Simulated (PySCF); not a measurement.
# C6H10O2 (allyl propionate): the cost of one run

Computed with PySCF 2.14.0, with density-fitted response routines of our own, on a single molecule, in the gas phase or a continuum. Atoms count from 0, in the outputs and in this text.

## Step 1: Starting geometry

18 atoms, charge 0, multiplicity 1; geometry from: GFN2-xTB. The atoms were then displaced at random by about 0.01 Å, so the start is not that level's minimum.

Bonds of the start (Å): C0–C1 1.29, C1–C2 1.51, C2–O3 1.38, O3–C4 1.37, C4–O5 1.19, C4–C6 1.51, C6–C7 1.53, C0–H8 1.11, C0–H9 1.07, C1–H10 1.07, C2–H11 1.12, C2–H12 1.09, C6–H13 1.11, C6–H14 1.08, C7–H15 1.11, C7–H16 1.08, C7–H17 1.07.

## Step 2: Geometry optimisation at PBE0-D3(BJ)/def2-SVP

The job: settings as JSON, then the geometry in Å.

```
{"job": {"xc": "PBE0", "basis": "def2-SVP", "d3": "d3bj", "grid": 1, "shake": 0.01, "kind": "geom"}, "charge": 0, "multiplicity": 1}
C      2.363330     1.064770    -0.403980
C      2.562270    -0.213130    -0.417050
C      1.583970    -1.258750     0.049160
O      0.403900    -0.718850     0.520660
C     -0.597720    -0.540750    -0.397590
O     -0.488290    -0.808610    -1.552440
C     -1.826970     0.029770     0.267220
C     -2.694300     0.779880    -0.740900
H      1.415200     1.509490    -0.025600
H      3.071300     1.790960    -0.756110
H      3.490750    -0.620300    -0.772240
H      2.035490    -1.803710     0.911190
H      1.375250    -1.949020    -0.771400
H     -2.404180    -0.811630     0.693820
H     -1.539450     0.663190     1.095430
H     -3.644830     1.093550    -0.264780
H     -2.926060     0.140380    -1.584730
H     -2.207180     1.664730    -1.101160
```

The run is started by

```console
$ OMP_NUM_THREADS=1 python probes_run.py task.json out
```

One launch serves the whole session: the jobs run in the order shown.

**Question.** How long does this first job take on 1 thread of INTEL XEON PLATINUM 8581C at 2.10GHz, shared host, and how much memory does it need?

About 2.3 min, with a peak of 0.66 GiB.
